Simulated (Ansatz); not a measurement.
# Si2Mo: the cost of one run

Computed with Ansatz 0.2.0 (DFT PBE, scalar-relativistic, plane waves, PAW, and further levels as typed in the inputs, unless a step's input says otherwise).

### 1 The structure to begin with

It takes space group I4/mmm (No. 139, tetragonal). Conventional cell: a = 3.205 Å, b = 3.205 Å, c = 7.845 Å, α = 90.00°, β = 90.00°, γ = 90.00°. Around Mo (site symmetry 4/mmm) lie 10 Si at 2.61 to 2.63 Å. Around Si (site symmetry 4mm) lie 5 Si at 2.59 to 2.63 Å and 5 Mo at 2.61 to 2.63 Å.

Coordinates:

```cif
data_structure
_symmetry_space_group_name_H-M 'I4/mmm'
_symmetry_Int_Tables_number 139
_cell_length_a 3.2052
_cell_length_b 3.2052
_cell_length_c 7.8446
_cell_angle_alpha 90.000
_cell_angle_beta 90.000
_cell_angle_gamma 90.000
_cell_volume 80.59
loop_
_atom_site_label
_atom_site_type_symbol
_atom_site_symmetry_multiplicity
_atom_site_Wyckoff_symbol
_atom_site_fract_x
_atom_site_fract_y
_atom_site_fract_z
_atom_site_occupancy
Mo1 Mo 2 a 0.00000 0.00000 0.00000 1
Si1 Si 4 e 0.00000 0.00000 0.33497 1
```

### 2 Single point: Si2Mo, no spin

The input, input.yaml:

```yaml
crystal:
  lattice:
    - [-1.602595, 1.602595, 3.922305]
    - [1.602595, -1.602595, 3.922305]
    - [1.602595, 1.602595, -3.922305]
  atoms:
    - { symbol: Mo, position: [0.0, 0.0, 0.0] }
    - { symbol: Si, position: [0.33497, 0.33497, 0.0] }
    - { symbol: Si, position: [0.66503, 0.66503, 0.0] }
scf:
  occupations: { method: gaussian, width: 0.03 }
output:
  eigenstates: { nscf_kmesh: { grid: [40, 40, 40] } }
hamiltonian:
  xc: pbe
kpoints:
  mp_grid: { grid: [18, 18, 18] }
```

Run with:

```bash
$ ansatz run input.yaml --threads 4 --pin off --max-ram 14336MiB --backend cpu --events-out ev --progress --plain --runs-dir out
```

**Question.** How long does this run take on 4 threads of Intel Xeon Platinum 8375C at 2.90GHz (Ice Lake), shared host, and how much memory does it need?

About 20 s, with a peak of 1.6 GiB.
